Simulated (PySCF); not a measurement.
**Zr³⁸⁺: ionisation energy in even-tempered 15s7p4d3f3g**

Wanted: the ionisation energy of zirconium, up a ladder of methods.

Program: PySCF 2.14.0. Level of theory: unrestricted determinants in a Gaussian basis, no spin-orbit coupling in the energies. These are calculated values, not measurements, unless marked.

## Step 1: What is computed

* Element: zirconium (Z = 40)
* Basis: an even-tempered Gaussian basis (15 s from 62 bohr⁻², ratio 2.2; 7 p from 95 bohr⁻², ratio 2.4; 4 d from 280 bohr⁻², ratio 2.4; 3 f from 430 bohr⁻², ratio 2.4; 3 g from 640 bohr⁻², ratio 2.4)
* Hamiltonian: no relativity, point nucleus
* State 1: Zr³⁸⁺: 1s2, closed-shell 1S
* Needed too, but not shown: Zr³⁹⁺ 1s1 (2S)
* Methods: CCSD(T)
* Core shells frozen in the correlated runs: all electrons: nothing (for Zr³⁸⁺)

Outer shells as boxes (Hund's rule):

Zr38+ 1s2
```
1s [↑↓]
```

The runs were made by one driver on top of PySCF. The scripts below sum up each run's settings (the driver also hands on starting orbitals that pick excited configurations, and frozen orbitals as a list rather than a count), and the logs come from the driver's own runs. The driver starts from symmetry-adapted Hartree-Fock orbitals, holds the occupation by maximum overlap and uses a logarithmic radial grid for functionals, so a plain start would take other cycles.

The integrals over 104 functions and the set-up took 0.25 s of CPU time.

## Step 2: Zr³⁸⁺, at CCSD(T) (all electrons)

#### CCSD(T) (all electrons)

File input.py:

```python
from pyscf import gto, scf, dft, mp, cc
mol = gto.M(atom="Zr 0 0 0", charge=38, spin=0, symmetry="D2h",
            basis=gto.etbs([(0, 15, 62, 2.2), (1, 7, 95, 2.4), (2, 4, 280, 2.4), (3, 3, 430, 2.4), (4, 3, 640, 2.4)]))
mf = scf.UHF(mol)
mf.irrep_nelec = {'Ag': (1, 1)}
mf.kernel()
mycc = cc.CCSD(mf, frozen=[[93, 94, 95, 96, 97, 98, 99, 100, 101, 102, 103], [93, 94, 95, 96, 97, 98, 99, 100, 101, 102, 103]]).run()
mycc.ccsd_t()
```

What does the calculation give?

The runs gave:

| quantity | value |
| --- | --- |
| ionisation energy, Zr³⁸⁺ | UHF 21091.8, FCI (all electrons) 21093.1 eV; reference 21516.5 |

Each level's miss (mean over 1 difference):

| method | mean absolute miss against FCI (all electrons) (eV) |
| --- | --- |
| UHF | 1.244 |
| MP2 (all electrons) | 0.008 |
| SCS-MP2 (all electrons) | 0.239 |
| CCSD (all electrons) | 0.000 |
| CCSD(T) (all electrons) | 0.000 |
| CCSDT (all electrons) | 0.000 |
| FCI (all electrons) | 0.000 |

The methods span 1.484 eV, from UHF (21091.8) to SCS-MP2 (all electrons) (21093.3). The reference is uncertain or not like for like (spin-orbit coupling or other relativistic terms), so no ranking of close methods is drawn. All values hold for this basis alone; no basis-set limit was taken.
